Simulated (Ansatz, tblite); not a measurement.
**SiMeCl3 (CH₃Cl₃Si): charged states by level of theory**

One table from this session's results is given with a row withheld; the runs are named, their logs left out.

Program: Ansatz 0.2.0, Gaussian basis. Level of theory: as each input shows. These are calculated values, not measurements.

Levels to be run: charge +1 doublet, at the geometry of the singlet (PBE0-D4/def2-TZVP, PBE-D4/def2-TZVP, r2SCAN-D4/def2-TZVP, LC-ωPBE/def2-TZVP, LDA/def2-TZVP, BLYP-D4/def2-TZVP, BHLYP-D4/def2-TZVP, r2SCAN0-D4/def2-TZVP); charge -1 doublet, at the geometry of the singlet (PBE0-D4/def2-TZVPD, PBE-D4/def2-TZVPD, r2SCAN-D4/def2-TZVPD); the starting singlet's energies come from earlier runs.

## The relaxed structure

The singlet was relaxed beforehand with PBE0-D4/def2-SVP.

8 atoms, charge 0, spin multiplicity 1.

Atoms are counted from 1 here; the program's logs count them from 0.

Bond lengths: Si1–C2 1.847 Å, Si1–Cl6 2.053 Å, Si1–Cl7 2.053 Å, Si1–Cl8 2.053 Å, C2–H3 1.100 Å, C2–H4 1.100 Å, C2–H5 1.100 Å. Angles: C2–Si1–Cl6 110.6°, C2–Si1–Cl7 110.6°, C2–Si1–Cl8 110.6°, Cl6–Si1–Cl7 108.3°, Cl6–Si1–Cl8 108.3°, Cl7–Si1–Cl8 108.3°, Si1–C2–H3 110.0°, Si1–C2–H4 110.0°, Si1–C2–H5 110.0°, H3–C2–H4 108.9°, H3–C2–H5 108.9°, H4–C2–H5 108.9°.

The first run:

Input file in.yaml:

```yaml
crystal:
  periodic: [false, false, false]
  atoms:
    - {symbol: Si, position_ang: [-0.001924, 0.002393, -0.793470]}
    - {symbol: C, position_ang: [0.002532, -0.003174, 1.053455]}
    - {symbol: H, position_ang: [-1.030043, 0.019704, 1.432613]}
    - {symbol: H, position_ang: [0.540980, 0.878699, 1.431437]}
    - {symbol: H, position_ang: [0.499382, -0.911330, 1.426141]}
    - {symbol: Cl, position_ang: [1.917265, -0.032738, -1.521394]}
    - {symbol: Cl, position_ang: [-0.931766, 1.686789, -1.509455]}
    - {symbol: Cl, position_ang: [-0.996426, -1.640332, -1.519317]}
basis:
  gaussian: {orbitals: def2-SVP}
total_charge: 1
magnetization: {spin_polarized: true, initial_magnetization: 1}
hamiltonian: {xc: pbe0, dispersion: d4}
output: {orbitals: {seedname: orbitals}}
```

Command:

```console
$ ansatz run in.yaml --threads 2 --pin off --events-out ev --progress --plain --max-ram 4352MiB
```

Steps of the session up to this table: Charge +1 doublet at the fixed geometry, first pass, PBE0-D4/def2-SVP; Charge +1 doublet at the fixed geometry, PBE0-D4/def2-TZVP; Charge +1 doublet at the fixed geometry, PBE-D4/def2-TZVP; Charge +1 doublet at the fixed geometry, r2SCAN-D4/def2-TZVP; Charge +1 doublet at the fixed geometry, LC-ωPBE/def2-TZVP; Charge +1 doublet at the fixed geometry, LDA/def2-TZVP; Charge +1 doublet at the fixed geometry, BLYP-D4/def2-TZVP; Charge +1 doublet at the fixed geometry, BHLYP-D4/def2-TZVP; Charge +1 doublet at the fixed geometry, r2SCAN0-D4/def2-TZVP.

One of the session's tables, all rows but one given; the rest of the session is left out.

Beside −ε(HOMO) of the starting state:

```
               level  −ε(HOMO) (eV)  by difference (eV)  mismatch (eV)
       LDA/def2-TZVP           7.87               10.75          -2.88
    PBE-D4/def2-TZVP           7.74               10.61          -2.87
   BLYP-D4/def2-TZVP              ?                   ?              ?
 r2SCAN-D4/def2-TZVP           8.12               10.89          -2.77
   PBE0-D4/def2-TZVP           9.16               11.18          -2.02
r2SCAN0-D4/def2-TZVP           9.41               11.36          -1.95
  BHLYP-D4/def2-TZVP          10.43               11.57          -1.14
   LC-ωPBE/def2-TZVP          11.99               11.94          +0.05
```

**Question.** Estimate the row for BLYP-D4/def2-TZVP.

**Answer.** −ε(HOMO) (eV): 7.56; by difference (eV): 10.47; mismatch (eV): -2.91. In the column «−ε(HOMO) (eV)» it is the lowest.
